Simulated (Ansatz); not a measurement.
# LiGdSe2 (P4/mmm): which electronic and magnetic state is lowest, part 2 of 2

Which start takes LiGdSe2 (P4/mmm) lowest in energy?

Ansatz 0.2.0; DFT PBEsol+U (U_eff = 5 eV on Gd 4f), scalar-relativistic, plane waves, PAW. Earlier steps stand in the parts before.

### 4 Small parallel starting moments

Input file input.yaml:

```yaml
crystal:
  lattice:
    - [4.1260625531, 0.0, 0.0]
    - [0.0, 4.1260625531, 0.0]
    - [0.0, 0.0, 5.6065613928]
  atoms:
    - { symbol: Gd, position: [0.5, 0.5, 0.5], spin: 0.5 }
    - { symbol: Li, position: [0.0, 0.0, 0.0] }
    - { symbol: Se, position: [0.0, 0.0, 0.5] }
    - { symbol: Se, position: [0.5, 0.5, 0.0] }
basis:
  ecutwfc: 420
  ecutrho_ratio: 4
kpoints:
  mp_grid: { grid: [8, 8, 6] }
hamiltonian:
  xc: pbesol
  hubbard: { sites: [{ species: Gd, l: f, u_eff: 5.0 }] }
scf:
  occupations: { method: gaussian, width: 0.05 }
  lower_state_search: "off"
output:
  forces: true
  stress: true
  eigenvalues: true
  populations: true
  hubbard: { sites: [{ species: Gd, l: f }] }
magnetization:
  spin_polarized: true
checkpoint:
  read: start.run
  write: ck
  compress: false
  write_wavefunctions: false
  write_every: 100000
```

start.run holds the state that an earlier run reached from these same starting moments.

On the command line:

```console
ansatz run input.yaml --threads 4 --pin off --max-ram 9216MiB --backend cpu --events-out ev --progress --plain --runs-dir out
```

The log of the run:

```text
Warning: RAYON_NUM_THREADS=4 ignored (pool sized by the plan → 4); use --threads N
Gd: projections on atomic orbitals take those of the free atom [Kr 4d10] 4f7 5s2 5p6 5d1 6s2, of charge +0.00 (hamiltonian.pseudopotentials.projection_atoms); the dataset's partial waves leave at most 2.5e-4 of an orbital's norm unspanned inside its sphere
Li: projections on atomic orbitals take those of the free atom 1s2 2s1, of charge +0.00 (hamiltonian.pseudopotentials.projection_atoms); the dataset's partial waves leave at most 8.9e-11 of an orbital's norm unspanned inside its sphere
Se: projections on atomic orbitals take those of the free atom [Ar] 3d10 4s2 4p4, of charge +0.00 (hamiltonian.pseudopotentials.projection_atoms); the dataset's partial waves leave at most 2.3e-6 of an orbital's norm unspanned inside its sphere
Engine: ansatz 0.2.0, aarch64-unknown-linux-gnu
Pseudopotentials: kind: paw
Pseudopotential: Gd, paw, valence charge 18, recommended cutoff 420 eV (normal), Gd.paw.azcp
Pseudopotential: Li, paw, valence charge 3, recommended cutoff 420 eV (normal), Li.paw.azcp
Pseudopotential: Se, paw, valence charge 16, recommended cutoff 420 eV (normal), Se.paw.azcp
Functional definition: PBEsol
  exchange = pbesol_x
  correlation = pbesol_c
Crystal: 4 atoms, lattice volume = 95.448 Å³
Basis set: ecut = 420 eV, 1851 PW (Γ), exchange–correlation on 60×60×80 points (8 copies of the dense FFT grid, shifted against one another)
Bands: 33, of which v1, the nominal top of the filled ones, is band 27 counted from 1 (26 counted from 0)
Symmetry: 16 space group operations
Space group: P4/mmm (ITA 123), of the structure as read, at distance tolerance 4.6e-5 Å
Magnetic group: BNS 123.339 (UNI 999), of the structure as read, at distance tolerance 4.6e-5 Å
k-points: 60 of 384
Non-local potential: Gd, projectors of the file, l = 0: 3, l = 1: 2, l = 2: 2, l = 3: 3
Non-local potential: Li, projectors of the file, l = 0: 3, l = 1: 2, l = 2: 1
Non-local potential: Se, projectors of the file, l = 0: 2, l = 1: 2, l = 2: 3, l = 3: 1
PAW form: soft (Blöchl's): semilocal exchange-correlation on the pseudo side does not see the compensation charge
PAW frozen core: Gd, regenerated for the run's functional, and the local potential with it (the file was generated under x = pbe(κ = 0.804, μ = 0.2195149727645171), c = pbe(β = 0.06672455060314922))
PAW frozen core: Se, regenerated for the run's functional, and the local potential with it (the file was generated under x = pbe(κ = 0.804, μ = 0.2195149727645171), c = pbe(β = 0.06672455060314922))
PAW one-centre angular grid: Gd, 590 points (default); XC on 64 Gauss nodes
PAW one-centre angular grid: Li, 110 points (default); XC on 64 Gauss nodes
PAW one-centre angular grid: Se, 590 points (default); XC on 64 Gauss nodes
Initial density: read from a saved state, or passed on in memory by an earlier SCF of this step, an earlier step, the calling program or the single point that the run made first
Stability of the state it starts from, as read at its close in the collinear treatment: not read negative (Ritz values of 1 − χ₀K, real part plus size of imaginary part, from 0.68 to 0.76, by its mixing steps under the symmetry group of the SCF that read it); its run was given moments
Starting moments: Σ|m| = 0.5 μB on 1 of 4 sites; this step starts from the density that it was given
Initial wavefunctions: pseudopotential atomic-orbital guess
Functional: x = pbesol(κ = 0.804, μ = 0.12345679012345678), c = pbesol(β = 0.046)
iter 1 solved again at ethr=6.27e-6 eV; its pass at ethr=3.10e-3 eV (dr2=3.33e-3 eV) is discarded
SCF iter   1: F=—  HF=-20285.671195 eV  |F-HF|=—  |Δ(HF+E_count)|=         —  Δρ=1.00e-3 (↑1.00e-3 ↓2.78e-4)  dr2=3.21e-3  dr2_m=2.67e-4  M=7.000 μB ∫|m|=7.210 μB  β_m=0.30  ethr=6.27e-6  ⟨swp⟩=2.2  Hψ=22423  notcnv=0
preconditioner: auto → Kerker (q_TF=auto, 2.473 Å⁻¹)  [metal: Δε(μ)=0.017 eV  Ē_g=8.341 eV  σ=0.050 eV  W_gap=0.19  n_scr=28 (ndim 8)  ℏωp=18.2 eV  f_vac=0.000  D(μ)=0.37/eV (n_scr^D=0)]
spin=Collinear: Kerker preconditioning applied to the charge; magnetization (m = ρ↑ − ρ↓) channel mixes plain (no charge-response kernel on spin).
SCF iter   2: F=—  HF=-20285.671143 eV  |F-HF|=—  |Δ(HF+E_count)|=   5.13e-5  Δρ=7.62e-4 (↑7.62e-4 ↓2.26e-4)  dr2=2.27e-3  dr2_m=1.45e-4  M=7.000 μB ∫|m|=7.208 μB  β_m=0.65  ethr=6.05e-6  ⟨swp⟩=1.0  Hψ=3960  notcnv=0
SCF iter   3: F=—  HF=-20285.670769 eV  |F-HF|=—  |Δ(HF+E_count)|=   3.75e-4  Δρ=1.70e-4 (↑1.45e-4 ↓1.70e-4)  dr2=3.16e-4  dr2_m=2.68e-6  M=7.001 μB ∫|m|=7.199 μB  β_m=0.66  ethr=4.29e-6  ⟨swp⟩=2.0  Hψ=5020  notcnv=0
SCF iter   4: F=—  HF=-20285.670685 eV  |F-HF|=—  |Δ(HF+E_count)|=   8.39e-5  Δρ=1.28e-4 (↑1.28e-4 ↓1.15e-4)  dr2=7.77e-5  dr2_m=4.46e-6  M=7.001 μB ∫|m|=7.199 μB  β_m=0.82  ethr=5.97e-7  ⟨swp⟩=2.0  Hψ=5189  notcnv=0
SCF iter   5: F=—  HF=-20285.670681 eV  |F-HF|=—  |Δ(HF+E_count)|=   3.99e-6  Δρ=3.65e-5 (↑3.65e-5 ↓3.03e-5)  dr2=6.76e-6  dr2_m=3.14e-7  M=7.001 μB ∫|m|=7.201 μB  β_m=0.84  ethr=1.47e-7  ⟨swp⟩=2.0  Hψ=5403  notcnv=0
SCF iter   6: F=—  HF=-20285.670681 eV  |F-HF|=—  |Δ(HF+E_count)|=   2.24e-7  Δρ=1.68e-5 (↑1.68e-5 ↓1.50e-5)  dr2=1.62e-6  dr2_m=4.43e-8  M=7.001 μB ∫|m|=7.202 μB  β_m=0.83  ethr=1.28e-8  ⟨swp⟩=2.0  Hψ=6565  notcnv=0
SCF iter   7: F=—  HF=-20285.670680 eV  |F-HF|=—  |Δ(HF+E_count)|=   3.29e-7  Δρ=6.43e-6 (↑6.13e-6 ↓6.43e-6)  dr2=3.88e-7  dr2_m=8.24e-10  M=7.001 μB ∫|m|=7.202 μB  β_m=0.92  ethr=3.05e-9  ⟨swp⟩=2.0  Hψ=6852  notcnv=0
SCF iter   8: F=-20285.670680 eV  HF=-20285.670680 eV  |F-HF|=2.43e-8  |Δ(HF+E_count)|=   9.49e-8  Δρ=2.77e-6 (↑2.51e-6 ↓2.77e-6)  dr2=4.54e-8  dr2_m=1.25e-9  M=7.001 μB ∫|m|=7.202 μB  ethr=1.89e-10  ⟨swp⟩=5.6  Hψ=16674  notcnv=0
SCF 1 converged in 8 iterations: F = -20285.670680 eV  dr2 = 4.54e-8
SCF converged after 8 iterations
Magnetization: 7.0014 μB (30.0007 up, 22.9993 down)
Absolute magnetization: 7.1976 μB (∫|ρ↑−ρ↓|, with the PAW one-centre terms)
Spin contamination: 0.0242 ħ² per cell (⟨S²⟩ above its minimum at these occupations)
Per-site moments (μB) at R_I (Å): [(6.985125756800699, 1.156353287265), (-0.002135960250023061, 1.156353287265), (-0.04307090226826075, 1.156353287265), (-0.038771266909573165, 1.156353287265)]
Free energy (F): -20285.670680 eV
Harris-Foulkes:  -20285.670680 eV  (|F-HF|=2.43e-8)
Internal energy: -20285.670235 eV  (E = F + TS)
E sigma→0 (E₀):  -20285.670457 eV
Entropy (-TS):   -0.000445 eV (-0.111 meV/atom)
Fermi energy:    7.994420 eV
--- Per-component energies (eV) ---
  E_band       = -933.794093
  E_kinetic    = 663.727567
  E_local      = -7555.941307  (includes V_loc(G=0)·N_el)
  E_nonlocal   = -930.681289
  E_hartree    = 3524.811483
  E_xc         = -450.769960
  E_vxc        = -464.751433  (∫ρ·V_xc dr)
  E_hubbard    = 0.123170  (on-site DFT+U / exact-exchange correction)
  E_vhub       = -17.364541  (the Hubbard potential's part of the band-sum identity)
  E_paw        = -10100.032333  (= ΣΔE_a)
  E_vpaw       = 321.587594  (= ΣTr[D̂ρ^β])
  E_aug_tail   = -0.001173  (compensation charges beyond the density's cutoff)
  E_ewald      = -5439.584464
  E_core_change = 2.678072  (= ΣΔE_core)
  E_smearing   = -0.000445  (= −TS)
  E_closure    = -0.000000  (closes the sum)
  Σ components = -20285.670680   (vs F -20285.670680, Δ=0.00e0)
--- Forces (eV/Å), atoms counted from 1 ---
  atom   1  Gd     0.00000000     0.00000000     0.00000000
  atom   2  Li     0.00000000     0.00000000     0.00000000
  atom   3  Se    -0.00000000    -0.00000000     0.00000000
  atom   4  Se    -0.00000000    -0.00000000     0.00000000
  max |Σ_I F_I| component: 1.76e-29 eV/Å
--- Stress (GPa, compression-positive) ---
       -2.271638       0.000000       0.000000
        0.000000      -2.271638       0.000000
        0.000000       0.000000      -1.799554
  P = ⅓ Tr σ = -2.1143 GPa (-21.143 kbar)
--- Band table (eV; the first three rows and the last of 120) ---
  k-point 0 ↑: bands = ["-38.9637", "-38.9553", "-38.9214", "-38.9214", "-38.9161", "-37.9428", "-37.9367", "-37.9347", "-37.9320", "-37.9320", "-37.1828", "-36.7857", "-14.5592", "-14.5592", "-14.4831", "-4.7017", "-3.4002", "0.5706", "0.5706", "0.6377", "0.6523", "0.6588", "0.6777", "0.6777", "4.9606", "6.4260", "6.4260", "7.9169", "7.9677", "7.9903", "7.9903", "10.2181", "10.4136"]
  k-point 1 ↑: bands = ["-38.9637", "-38.9553", "-38.9214", "-38.9214", "-38.9161", "-37.9422", "-37.9367", "-37.9347", "-37.9320", "-37.9320", "-37.1836", "-36.7857", "-14.5590", "-14.5590", "-14.4878", "-4.6812", "-3.3561", "0.5707", "0.5707", "0.6376", "0.6587", "0.6624", "0.6788", "0.6788", "4.9429", "6.4613", "6.4613", "7.2108", "7.7463", "7.7463", "7.9333", "10.2221", "10.7181"]
  k-point 2 ↑: bands = ["-38.9637", "-38.9553", "-38.9214", "-38.9214", "-38.9161", "-37.9409", "-37.9367", "-37.9347", "-37.9320", "-37.9320", "-37.1851", "-36.7857", "-14.5588", "-14.5588", "-14.4972", "-4.6432", "-3.2599", "0.5707", "0.5707", "0.6372", "0.6586", "0.6810", "0.6810", "0.6863", "4.9014", "6.1900", "6.5630", "6.5630", "7.3355", "7.3355", "7.9667", "10.2300", "10.8030"]
  k-point 59 ↓: bands = ["-38.9742", "-38.9647", "-38.9282", "-38.9282", "-38.9213", "-37.9474", "-37.9430", "-37.9405", "-37.9391", "-37.9391", "-36.7865", "-34.1033", "-12.4558", "-12.4558", "-12.2700", "-4.3565", "-2.7785", "5.4819", "5.4923", "5.4923", "5.5398", "5.5398", "6.0471", "10.7721", "10.7721", "10.8303", "10.8303", "10.8701", "10.9093", "10.9564", "11.6774", "11.6774", "12.2996"]
Occupation matrices written to <dir>
--- Löwdin populations: 4 sites ---
  site symbol       q [e]    m [muB]
     0     Gd     17.4418     7.1077
     1     Li      2.3434    -0.0013
     2     Se     16.4530    -0.0567
     3     Se     16.6435    -0.0518
  spilling = 0.002232 (of n_electrons = 53.000000)
--- Occupation matrices: 1 shell (run DFT+U table (all-electron-ortho-atomic); ε = 5.17e-3) ---
  Gd0 f_4F: site group D4h (4/mmm)
  Gd0 f_4F up     Tr n = 6.9973  λ = 0.999 0.999 1.000 1.000 1.000 1.000 1.000  [7× z3 0.14 (T1u 0.43) Eu(0.57)]
  Gd0 f_4F dn     Tr n = 0.0471  λ = 0.000 0.003 0.003 0.003 0.011 0.011 0.015  [4× z(x2-y2) 0.25 (T2u 0.67) Eu(0.50) | 3× z3 0.33 (T1u 0.90) Eu(0.67)]
  Tr n, λ and their labels are of the run-group-symmetrised matrices; stabiliser: 16 of 32 elements of G0×{1,Θ} (closed), max defect 2.7e-15 at τ = 1.1e-3
```

It took 8.1 s on 4 threads of Arm Neoverse V2, shared host; peak memory 0.77 GiB.

Result: volume 23.862 Å³/atom, pressure -2.11 GPa, metallic, spin moments in the atoms' spheres Gd 6.99 μB.

### 5 The magnetic starts side by side

Energies have the smearing extrapolated to zero.

| start | from the base state (meV/atom) | gap (eV) | pressure (GPa) | moments in spheres (μB) |
| --- | --- | --- | --- | --- |
| ferromagnetic | 0.0 | metal | -2.11 | Gd 6.99 |
| no spin polarisation | 2352.9 | metal | -1.05 | none |
| small parallel starting moments | 0.0 | metal | -2.11 | Gd 6.99 |

### 6 Outcome

What follows sums up all 2 parts.

| quantity | value |
| --- | --- |
| lowest magnetic start | ferromagnetic |
| next in this table | 2352.9 meV/atom higher |

The lowest state comes from the start «ferromagnetic», matched within 0.3 meV/atom by «small parallel starting moments»; the next lies 2352.9 meV/atom higher and is the one without spin polarisation. No antiferromagnetic order was run. A non-hydrostatic stress of up to 0.3 GPa is left, since the cell's shape wasn't relaxed in this state. With a Hubbard U or exact exchange the result depends on the state in which the open shell ends, and a lower one can't be excluded. Spin–orbit coupling is left out, though the cell holds Gd; it splits the 4f levels.
